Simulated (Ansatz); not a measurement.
# BiS (Pm-3m) in Ansatz: further runs

One crystal, BiS, is run at these levels: BLYP, r2SCAN; tasks: band structure.

All numbers are computed with Ansatz 0.2.0; they aren't measurements. Logs are shortened: lines on timing, memory, paths and dates and some standing lists are left out, and cuts for length are marked.

## Step 1: The structure

The structure is cubic, space group Pm-3m (No. 221). Conventional cell: a = 4.003 Å, b = 4.003 Å, c = 4.003 Å, α = 90.00°, β = 90.00°, γ = 90.00°. Bi (site symmetry m-3m) has 8 S at 3.47 Å as nearest neighbours. S (site symmetry m-3m) is surrounded by 8 Bi at 3.47 Å.

The cell was built by a generator and needn't be a form met in nature.

## Step 2: Band structure, BLYP

input.yaml

```yaml
crystal:
  lattice:
    - [4.00294434, 0.0, 0.0]
    - [0.0, 4.00294434, 0.0]
    - [0.0, 0.0, 4.00294434]
  atoms:
    - { symbol: Bi, position: [0.5, 0.5, 0.5] }
    - { symbol: S, position: [0.0, 0.0, 0.0] }
hamiltonian:
  xc: blyp
  pseudopotentials: { kind: paw }
kpoints:
  mp_grid: { grid: [7, 7, 7] }
  band_path:
    path:
      - [[0.0, 0.0, 0.0], [0.0, 0.5, 0.0], [0.5, 0.5, 0.0], [0.0, 0.0, 0.0], [0.5, 0.5, 0.5], [0.0, 0.5, 0.0]]
      - [[0.5, 0.5, 0.0], [0.5, 0.5, 0.5]]
    npoints: 14
scf:
  occupations: { method: fermi_dirac, width: 0.05 }
  n_extra_bands: 6
output:
  forces: true
  stress: true
  eigenvalues: true
  fatbands: false
```

Potentials or basis: Ansatz PAW.

Launch:

```
> ansatz run input.yaml --threads 2 --pin off --max-ram 5632MiB --backend cpu --events-out ev --progress --plain --runs-dir out
```

The program printed:

```text
Warning: RAYON_NUM_THREADS=2 ignored (pool sized by the plan → 2); use --threads N
scf.n_extra_bands = 6 over 11 filled bands (N_el = 21.0): the run solves 17 bands
Engine: ansatz 0.2.0, aarch64-unknown-linux-gnu
Pseudopotentials: kind: paw
Pseudopotential: Bi, paw, valence charge 15, recommended cutoff 420 eV (normal), Bi.paw.azcp
Pseudopotential: S, paw, valence charge 6, recommended cutoff 420 eV (normal), S.paw.azcp
Functional definition: BLYP
  parameter beta = 0.0042
  parameter a = 0.04918
  parameter b = 0.132
  parameter c = 0.2533
  parameter d = 0.349
  exchange = b88_x(beta = beta)
  correlation = lyp_c(a = a, b = b, c = c, d = d)
Crystal: 2 atoms, lattice volume = 64.141 Å³
Basis set: ecut = 420 eV, 1237 PW (Γ), exchange–correlation on 54×54×54 points (8 copies of the dense FFT grid, shifted against one another)
Bands: 17, of which v1, the nominal top of the filled ones, is band 11 counted from 1 (10 counted from 0)
Symmetry: 48 space group operations
Space group: Pm-3m (ITA 221), of the structure as read, at distance tolerance 4.0e-5 Å
k-points: 20 of 343
Non-local potential: Bi, projectors of the file, l = 0: 2, l = 1: 2, l = 2: 2, l = 3: 2
Non-local potential: S, projectors of the file, l = 0: 2, l = 1: 2, l = 2: 2
PAW form: soft (Blöchl's): semilocal exchange-correlation on the pseudo side does not see the compensation charge
PAW frozen core: Bi, regenerated for the run's functional, and the local potential with it (the file was generated under x = pbe(κ = 0.804, μ = 0.2195149727645171), c = pbe(β = 0.06672455060314922))
PAW frozen core: S, regenerated for the run's functional, and the local potential with it (the file was generated under x = pbe(κ = 0.804, μ = 0.2195149727645171), c = pbe(β = 0.06672455060314922))
PAW one-centre angular grid: Bi, 590 points (default); XC on 64 Gauss nodes
PAW one-centre angular grid: S, 110 points (default); XC on 64 Gauss nodes
Initial density: superposition of atomic densities (neutral atoms: chi_scale 0, normalization atom), corrected by the library's trained network
Initial wavefunctions: pseudopotential atomic-orbital guess
Functional: x = b88, c = lyp
SCF iter   1: F=—  HF=-13331.170089 eV  |F-HF|=—  |Δ(HF+E_count)|=         —  Δρ=7.71e-3  dr2=6.66e-2  ethr=1.77e-3  ⟨swp⟩=6.3  Hψ=1931  notcnv=0
preconditioner: auto → Kerker (q_TF=auto, 2.265 Å⁻¹)  [metal: Δε(μ)=0.108 eV  Ē_g=11.111 eV  σ=0.050 eV  W_gap=0.44  n_scr=18 (ndim 8)  ℏωp=15.4 eV  f_vac=0.000  D(μ)=1.28/eV (n_scr^D=6)]
SCF iter   2: F=—  HF=-13331.159059 eV  |F-HF|=—  |Δ(HF+E_count)|=   1.10e-2  Δρ=3.87e-3  dr2=1.68e-2  ethr=3.17e-4  ⟨swp⟩=1.4  Hψ=520  notcnv=0  defer=8
SCF iter   3: F=—  HF=-13331.155623 eV  |F-HF|=—  |Δ(HF+E_count)|=   3.44e-3  Δρ=5.96e-4  dr2=3.54e-4  ethr=8.01e-5  ⟨swp⟩=2.4  Hψ=452  notcnv=0  defer=10
SCF iter   4: F=—  HF=-13331.155687 eV  |F-HF|=—  |Δ(HF+E_count)|=   6.37e-5  Δρ=1.73e-4  dr2=1.90e-5  ethr=1.69e-6  ⟨swp⟩=2.4  Hψ=480  notcnv=0  defer=10
SCF iter   5: F=—  HF=-13331.155666 eV  |F-HF|=—  |Δ(HF+E_count)|=   2.07e-5  Δρ=8.23e-5  dr2=8.46e-6  ethr=9.04e-8  ⟨swp⟩=2.5  Hψ=496  notcnv=0  defer=10
SCF iter   6: F=—  HF=-13331.155665 eV  |F-HF|=—  |Δ(HF+E_count)|=   6.93e-7  Δρ=1.03e-5  dr2=1.16e-7  ethr=4.03e-8  ⟨swp⟩=2.5  Hψ=417  notcnv=0  defer=10
SCF iter   7: F=-13331.155665 eV  HF=-13331.155665 eV  |F-HF|=1.76e-9  |Δ(HF+E_count)|=   3.91e-8  Δρ=1.65e-6  dr2=1.75e-9  ethr=4.76e-10  ⟨swp⟩=8.3  Hψ=1625  notcnv=0
SCF 1 converged in 7 iterations: F = -13331.155665 eV  dr2 = 1.75e-9
NSCF: frozen V_eff on 86 k-points
SCF converged after 7 iterations
Free energy (F): -13331.155665 eV
Harris-Foulkes:  -13331.155665 eV  (|F-HF|=1.76e-9)
Internal energy: -13331.143513 eV  (E = F + TS)
E sigma→0 (E₀):  -13331.149589 eV
Entropy (-TS):   -0.012152 eV (-6.076 meV/atom)
Fermi energy:    7.088984 eV
--- Per-component energies (eV) ---
  E_band       = -148.703485
  E_kinetic    = 401.503495
  E_local      = -1746.811828  (includes V_loc(G=0)·N_el)
  E_nonlocal   = 586.674817
  E_hartree    = 560.060891
  E_xc         = -241.864722
  E_vxc        = -222.137600  (∫ρ·V_xc dr)
  E_paw        = -11299.059683  (= ΣΔE_a)
  E_vpaw       = -288.052732  (= ΣTr[D̂ρ^β])
  E_aug_tail   = -0.000520  (compensation charges beyond the density's cutoff)
  E_ewald      = -1591.578859
  E_core_change = -0.067104  (= ΣΔE_core)
  E_smearing   = -0.012152  (= −TS)
  E_closure    = -0.000000  (closes the sum)
  Σ components = -13331.155665   (vs F -13331.155665, Δ=0.00e0)
--- Forces (eV/Å), atoms counted from 1 ---
  atom   1  Bi     0.00000000    -0.00000000     0.00000000
  atom   2  S     -0.00000000     0.00000000    -0.00000000
  max |Σ_I F_I| component: 1.47e-28 eV/Å
--- Stress (GPa, compression-positive) ---
       -7.935362      -0.000000       0.000000
        0.000000      -7.935362      -0.000000
        0.000000       0.000000      -7.935362
  P = ⅓ Tr σ = -7.9354 GPa (-79.354 kbar)
--- Band table (eV; the first three rows and the last of 20) ---
  k-point 0: bands = ["-16.5758", "-16.5758", "-16.5312", "-16.5312", "-16.5312", "-5.9797", "-3.0264", "4.9333", "4.9333", "4.9333", "9.4962", "9.4962", "9.4962", "11.9271", "11.9271", "14.6616", "17.7975"]
  k-point 1: bands = ["-16.5756", "-16.5699", "-16.5328", "-16.5328", "-16.5311", "-5.8518", "-3.1577", "4.8002", "5.0593", "5.0593", "8.5738", "9.2753", "9.2753", "12.0939", "12.8043", "15.5241", "17.5478"]
  k-point 2: bands = ["-16.5752", "-16.5566", "-16.5363", "-16.5363", "-16.5308", "-5.4896", "-3.5403", "4.6919", "5.3959", "5.3959", "7.0848", "8.7229", "8.7229", "12.5927", "14.5951", "16.1728", "17.1296"]
  k-point 19: bands = ["-16.5473", "-16.5471", "-16.5471", "-16.5295", "-16.5295", "-4.4452", "-3.2979", "4.0830", "4.4084", "4.4084", "5.7652", "5.7652", "6.3540", "16.3950", "16.9517", "16.9517", "19.9604"]
```

bands.tsv:

```text
# k_distance	band_0	band_1	band_2	band_3	band_4	band_5	band_6	band_7	band_8	band_9	band_10	band_11	band_12	band_13	band_14	band_15	band_16
# fermi_ev = 7.088984
# lock_threshold_ev = 1e-6
# [0, 0, 0] at k_distance = 0.000000
[... 95 lines left out ...]
5.765442	-23.637225	-23.635987	-23.635987	-23.619565	-23.616111	-11.526047	-10.365945	-2.941852	-2.941852	-2.354721	-1.450294	-1.134716	-1.134716	9.507053	9.915228	9.915229	12.523535
5.821501	-23.637113	-23.636551	-23.636551	-23.617650	-23.616082	-11.516049	-10.336699	-2.740465	-2.740465	-2.424419	-1.597312	-1.403247	-1.403247	9.862707	10.064889	10.064889	12.871932
5.877559	-23.637044	-23.636901	-23.636901	-23.616460	-23.616064	-11.509813	-10.318280	-2.563223	-2.563223	-2.467035	-1.686867	-1.621371	-1.621371	10.108597	10.163275	10.163275	13.070629
5.933618	-23.636986	-23.636986	-23.636986	-23.616012	-23.616012	-11.507691	-10.311988	-2.481360	-2.481360	-2.481360	-1.716935	-1.716935	-1.716935	10.197818	10.197818	10.197818	13.134274
```

It took 2 s on 2 threads of Arm Neoverse V1, shared host; peak memory 0.3 GiB.

Results:

* Free energy: -13331.1557 eV
* Pressure: -7.9 GPa
* Band gap on the k mesh: none (metal or under the smearing width)

Levels at the corners of the path, in eV from the Fermi level:
```tsv
point	band 8	band 9	band 10	band 11	band 12	band 13
Γ	-2.16	-2.16	-2.16	2.41	2.41	2.41
X	-1.86	-1.63	-1.26	-1.26	1.00	1.00
M	-4.18	-4.18	-1.08	1.40	1.40	1.73
Γ	-2.16	-2.16	-2.16	2.41	2.41	2.41
R	-2.48	-2.48	-2.48	-1.72	-1.72	-1.72
X	-1.86	-1.63	-1.26	-1.26	1.00	1.00
M	-4.18	-4.18	-1.08	1.40	1.40	1.73
R	-2.48	-2.48	-2.48	-1.72	-1.72	-1.72
```

Caveat: spin-orbit coupling is left out, which moves the levels of the heavy elements; the PAW data sets come from PBE, with cores solved anew for the run's functional, which leaves a small shift of forces and pressure.

## Step 3: Band structure, r2SCAN

input.yaml: that of step 2 with these lines changed.

```diff
@@ -9,3 +9,3 @@
 hamiltonian:
-  xc: blyp
+  xc: r2scan
   pseudopotentials: { kind: paw }
@@ -25,2 +25,2 @@
   eigenvalues: true
-  fatbands: false
+  fatbands: true
```

Potentials or basis: Ansatz PAW.

Launch:

```
> ansatz run input.yaml --threads 2 --pin off --max-ram 5632MiB --backend cpu --events-out ev --progress --plain --runs-dir out
```

The program printed:

```text
Warning: RAYON_NUM_THREADS=2 ignored (pool sized by the plan → 2); use --threads N
scf.n_extra_bands = 6 over 11 filled bands (N_el = 21.0): the run solves 17 bands
[... 2 set-up lines as earlier in the session ...]
Pseudopotential: Bi, paw, valence charge 15, recommended cutoff 500 eV (meta_gga), Bi.paw.azcp
Pseudopotential: S, paw, valence charge 6, recommended cutoff 500 eV (meta_gga), S.paw.azcp
Functional definition: r2SCAN
  parameter k0 = 0.174
  parameter k1 = 0.065
  parameter a1 = 4.9479
  exchange = r2scan_x(k0 = k0, k1 = k1, a1 = a1)
  correlation = r2scan_c
Crystal: 2 atoms, lattice volume = 64.141 Å³
Basis set: ecut = 500 eV, 1647 PW (Γ), exchange–correlation on 120×120×120 points (64 copies of the dense FFT grid, shifted against one another)
Bands: 17, of which v1, the nominal top of the filled ones, is band 11 counted from 1 (10 counted from 0)
[... 2 set-up lines as earlier in the session ...]
k-points: 20 of 343
[... 3 set-up lines as earlier in the session ...]
PAW frozen core: Bi, regenerated for the run's functional (the file was generated under x = pbe(κ = 0.804, μ = 0.2195149727645171), c = pbe(β = 0.06672455060314922))
PAW frozen core: S, regenerated for the run's functional (the file was generated under x = pbe(κ = 0.804, μ = 0.2195149727645171), c = pbe(β = 0.06672455060314922))
PAW one-centre angular grid: Bi, 590 points (default); XC on 160 Gauss nodes
PAW one-centre angular grid: S, 302 points (default); XC on 160 Gauss nodes
[... 2 set-up lines as earlier in the session ...]
Functional: x = r2scan, c = r2scan; τ floored in thin density (d = 2e-4 eV/Å³)
SCF iter   1: F=—  HF=-13315.794994 eV  |F-HF|=—  |Δ(HF+E_count)|=         —  Δρ=4.36e-3  dr2=2.13e-2  dr2_τ=3.78e-3  ethr=1.77e-3  ⟨swp⟩=6.1  Hψ=1990  notcnv=0
preconditioner: auto → Kerker (q_TF=auto, 2.265 Å⁻¹)  [metal: Δε(μ)=0.108 eV  Ē_g=11.568 eV  σ=0.050 eV  W_gap=0.40  n_scr=18 (ndim 8)  ℏωp=15.4 eV  f_vac=0.000  D(μ)=1.22/eV (n_scr^D=6)]
SCF iter   2: F=—  HF=-13315.799893 eV  |F-HF|=—  |Δ(HF+E_count)|=   4.90e-3  Δρ=2.08e-3  dr2=2.68e-3  dr2_τ=2.10e-4  ethr=1.01e-4  ⟨swp⟩=2.5  Hψ=647  notcnv=0  defer=18
SCF iter   3: F=—  HF=-13315.799875 eV  |F-HF|=—  |Δ(HF+E_count)|=   1.79e-5  Δρ=8.53e-4  dr2=9.33e-4  dr2_τ=4.09e-5  ethr=1.28e-5  ⟨swp⟩=1.4  Hψ=353  notcnv=0  defer=18
SCF iter   4: F=—  HF=-13315.799771 eV  |F-HF|=—  |Δ(HF+E_count)|=   1.04e-4  Δρ=2.20e-4  dr2=7.14e-5  dr2_τ=1.16e-6  ethr=4.44e-6  ⟨swp⟩=1.1  Hψ=325  notcnv=0  defer=18
SCF iter   5: F=—  HF=-13315.799808 eV  |F-HF|=—  |Δ(HF+E_count)|=   3.70e-5  Δρ=7.57e-5  dr2=2.75e-6  dr2_τ=1.56e-7  ethr=3.40e-7  ⟨swp⟩=2.0  Hψ=429  notcnv=0  defer=18
SCF iter   6: F=—  HF=-13315.799811 eV  |F-HF|=—  |Δ(HF+E_count)|=   2.76e-6  Δρ=1.40e-5  dr2=1.42e-7  dr2_τ=4.64e-9  ethr=1.31e-8  ⟨swp⟩=2.1  Hψ=438  notcnv=0  defer=18
SCF iter   7: F=-13315.799811 eV  HF=-13315.799811 eV  |F-HF|=5.21e-9  |Δ(HF+E_count)|=   1.49e-7  Δρ=2.08e-6  dr2=2.06e-9  dr2_τ=1.12e-10  ethr=4.76e-10  ⟨swp⟩=9.0  Hψ=1823  notcnv=0
SCF 1 converged in 7 iterations: F = -13315.799811 eV  dr2 = 2.06e-9
NSCF: frozen V_eff on 86 k-points
SCF converged after 7 iterations
Free energy (F): -13315.799811 eV
Harris-Foulkes:  -13315.799811 eV  (|F-HF|=5.21e-9)
Internal energy: -13315.788158 eV  (E = F + TS)
E sigma→0 (E₀):  -13315.793985 eV
Entropy (-TS):   -0.011653 eV (-5.827 meV/atom)
Fermi energy:    6.687419 eV
--- Per-component energies (eV) ---
  E_band       = -170.510838
  E_kinetic    = 397.289887
  E_local      = -1746.285580  (includes V_loc(G=0)·N_el)
  E_nonlocal   = 590.729665
  E_hartree    = 558.882573
  E_xc         = -227.930654
  E_vxc        = -244.477931  (∫ρ·V_xc dr)
  E_paw        = -11297.660712  (= ΣΔE_a)
  E_vpaw       = -300.719903  (= ΣTr[D̂ρ^β])
  E_aug_tail   = -0.000258  (compensation charges beyond the density's cutoff)
  E_vtau       = 15.188052  (kinetic-family band-sum trace: ∫τ·v_τ [+ j·A + Jᵃ·Aᵃ] dr)
  E_ewald      = -1591.578859
  E_core_change = 0.765780  (= ΣΔE_core)
  E_smearing   = -0.011653  (= −TS)
  E_closure    = -0.000000  (closes the sum)
  Σ components = -13315.799811   (vs F -13315.799811, Δ=0.00e0)
--- Forces (eV/Å), atoms counted from 1 ---
  atom   1  Bi     0.00000000    -0.00000000    -0.00000000
  atom   2  S      0.00000000    -0.00000000    -0.00000000
  max |Σ_I F_I| component: 9.69e-29 eV/Å
--- Stress (GPa, compression-positive) ---
      -11.903043       0.000000       0.000000
       -0.000000     -11.903043       0.000000
        0.000000      -0.000000     -11.903043
  P = ⅓ Tr σ = -11.9030 GPa (-119.030 kbar)
--- Band table (eV; the first three rows and the last of 20) ---
  k-point 0: bands = ["-17.9821", "-17.9821", "-17.9339", "-17.9339", "-17.9339", "-7.0202", "-3.7498", "4.3077", "4.3077", "4.3077", "9.2665", "9.2665", "9.2665", "11.5801", "11.5801", "14.6678", "17.7767"]
  k-point 1: bands = ["-17.9819", "-17.9759", "-17.9355", "-17.9355", "-17.9337", "-6.8868", "-3.8937", "4.1755", "4.4400", "4.4400", "8.2824", "9.0241", "9.0241", "11.7542", "12.5172", "15.5659", "17.5105"]
  k-point 2: bands = ["-17.9815", "-17.9621", "-17.9392", "-17.9392", "-17.9334", "-6.5121", "-4.3068", "4.0851", "4.7927", "4.7927", "6.7051", "8.4229", "8.4229", "12.2747", "14.4325", "16.0170", "17.1986"]
  k-point 19: bands = ["-17.9507", "-17.9505", "-17.9505", "-17.9337", "-17.9337", "-5.4527", "-3.9665", "3.4148", "3.7430", "3.7430", "5.2566", "5.2566", "5.8733", "16.4163", "17.0090", "17.0090", "20.1327"]
```

bands.tsv:

```text
# k_distance	band_0	band_1	band_2	band_3	band_4	band_5	band_6	band_7	band_8	band_9	band_10	band_11	band_12	band_13	band_14	band_15	band_16
# fermi_ev = 6.687419
# lock_threshold_ev = 1e-12
# [0, 0, 0] at k_distance = 0.000000
[... 95 lines left out ...]
5.765442	-24.639096	-24.637776	-24.637776	-24.622288	-24.618679	-12.131236	-10.630742	-3.210776	-3.210776	-2.620102	-1.542585	-1.238802	-1.238802	9.947907	10.381111	10.381111	13.064660
5.821501	-24.638971	-24.638368	-24.638368	-24.620288	-24.618649	-12.120227	-10.598635	-3.006609	-3.006609	-2.694934	-1.698710	-1.515962	-1.515962	10.332839	10.548435	10.548435	13.434444
5.877559	-24.638895	-24.638744	-24.638744	-24.619047	-24.618632	-12.113371	-10.578398	-2.832695	-2.832695	-2.740694	-1.793842	-1.734287	-1.734287	10.600114	10.658648	10.658648	13.644819
5.933618	-24.638869	-24.638869	-24.638869	-24.618626	-24.618626	-12.111035	-10.571482	-2.756087	-2.756087	-2.756087	-1.825797	-1.825797	-1.825797	10.697394	10.697394	10.697394	13.711707
```

Run time: 5.3 s. Hardware: 2 threads of Arm Neoverse V1, shared host; peak memory 0.42 GiB.

Results:

| Quantity | Value |
| --- | --- |
| Free energy | -13315.7998 eV |
| Pressure | -11.9 GPa |
| Band gap on the k mesh | none (metal or under the smearing width) |

Levels at the corners of the path, in eV from the Fermi level:
| point | band 7 | band 8 | band 9 | band 10 | band 11 | band 12 | band 13 | band 14 |
| --- | --- | --- | --- | --- | --- | --- | --- | --- |
| Γ | -10.44 | -2.38 | -2.38 | -2.38 | 2.58 | 2.58 | 2.58 | 4.89 |
| X | -11.65 | -2.04 | -1.67 | -1.44 | -1.44 | 1.06 | 1.06 | 6.78 |
| M | -11.05 | -4.50 | -4.50 | -1.25 | 1.48 | 1.48 | 1.85 | 6.06 |
| Γ | -10.44 | -2.38 | -2.38 | -2.38 | 2.58 | 2.58 | 2.58 | 4.89 |
| R | -10.57 | -2.76 | -2.76 | -2.76 | -1.83 | -1.83 | -1.83 | 10.70 |
| X | -11.65 | -2.04 | -1.67 | -1.44 | -1.44 | 1.06 | 1.06 | 6.78 |
| M | -11.05 | -4.50 | -4.50 | -1.25 | 1.48 | 1.48 | 1.85 | 6.06 |
| R | -10.57 | -2.76 | -2.76 | -2.76 | -1.83 | -1.83 | -1.83 | 10.70 |

Caveat: spin-orbit coupling is left out, which moves the levels of the heavy elements; the PAW data sets come from PBE, with cores solved anew for the run's functional, which leaves a small shift of forces and pressure.
